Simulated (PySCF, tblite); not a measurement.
# C5H8N2OSi: geometry, infrared bands and NMR shifts

What infrared bands and NMR shifts should C5H8N2OSi (`Nc1cccnc1O[SiH3]`) show?

The runs use tblite 0.8.0 and PySCF 2.14.0, with density-fitted response routines of our own; the level of theory stands in each step. All values are computed, except where a source is named. Atoms are numbered from 0 throughout.

## 1. Starting geometry

17 atoms, charge 0, multiplicity 1; geometry from: force field or distance geometry start.

Bonds of the start (Å): N0–C1 1.42, C1–C2 1.39, C2–C3 1.38, C3–C4 1.39, C4–N5 1.36, N5–C6 1.37, C6–O7 1.41, O7–Si8 1.74, C6–C1 1.39, N0–H9 1.05, N0–H10 1.04, C2–H11 1.09, C3–H12 1.09, C4–H13 1.09, Si8–H14 1.47, Si8–H15 1.47, Si8–H16 1.47.

## 2. Optimising the geometry with GFN2-xTB

The job: settings as JSON, then the geometry in Å.

```
{"job": {"kind": "relax", "xc": "GFN2-xTB", "basis": "xTB"}, "charge": 0, "multiplicity": 1}
N     -0.449600     2.260100     0.716700
C     -0.720400     0.905600     0.388100
C     -2.003100     0.403100     0.541100
C     -2.198300    -0.916300     0.202700
C     -1.154100    -1.733000    -0.225500
N      0.099300    -1.216000    -0.361200
C      0.325400     0.098100    -0.048800
O      1.631500     0.611600    -0.176700
Si     2.857300    -0.493300    -0.742500
H     -0.263500     2.564400     1.699800
H     -0.473200     2.965100    -0.045500
H     -2.806600     1.048800     0.885000
H     -3.201800    -1.333100     0.320900
H     -1.345500    -2.773400    -0.480200
H      3.303600     0.013800    -2.043800
H      4.032500    -0.513900     0.147200
H      2.359600    -1.879600    -0.787200
```

On the command line:

```console
> OMP_NUM_THREADS=1 python probes_run.py task.json out
```

This one command runs all jobs of the session in turn.

**Question.** This job is followed by: GFN2-xTB harmonic vibrations, gas phase; GIAO PBE0/pcSseg-1 NMR shielding, non-relativistic, gas phase. What will the session give for the following? strongest single infrared mode (GFN2-xTB); zero-point energy (GFN2-xTB); ¹³C shifts against TMS (PBE0/pcSseg-1); ¹H shifts against TMS (PBE0/pcSseg-1, means over atoms taken as alike); ¹⁵N shifts against NH3 (PBE0/pcSseg-1); ¹⁷O shifts against H2O (PBE0/pcSseg-1); ²⁹Si shifts against TMS (PBE0/pcSseg-1).

The runs gave:

| quantity | value |
| --- | --- |
| strongest single infrared mode (GFN2-xTB) | 809 cm⁻¹, 465 km/mol |
| zero-point energy (GFN2-xTB) | 75.5 kcal/mol |
| ¹³C shifts against TMS (PBE0/pcSseg-1) | 155.2, 140.1, 137.1, 124.2, 123.1 ppm |
| ¹H shifts against TMS (PBE0/pcSseg-1, means over atoms taken as alike) | 7.78, 7.09, 6.97, 5.05, 3.64 ppm |
| ¹⁵N shifts against NH3 (PBE0/pcSseg-1) | 307.5, 66.0 ppm |
| ¹⁷O shifts against H2O (PBE0/pcSseg-1) | 108.6 ppm |
| ²⁹Si shifts against TMS (PBE0/pcSseg-1) | -43.3 ppm |

What this shows: Over 152 steps the energy fell by 1.346 eV; of the close pairs, O7–Si8 changed most, 1.745 to 1.647 Å. All 45 modes are real, so the xTB geometry is a minimum. The strongest single mode, at 809 cm⁻¹, moves mainly H15, H16 and H14. GFN2-xTB is a fitted tight-binding method: band positions and strengths are rough. Its intensities can rank the bands wrongly. At PBE0/pcSseg-1: The widest tensor belongs to N5: span 513 ppm, with a paramagnetic part of -377 ppm. NICS(1)zz of -24 ppm above the planar ring from C1 marks a diatropic (aromatic) ring current.
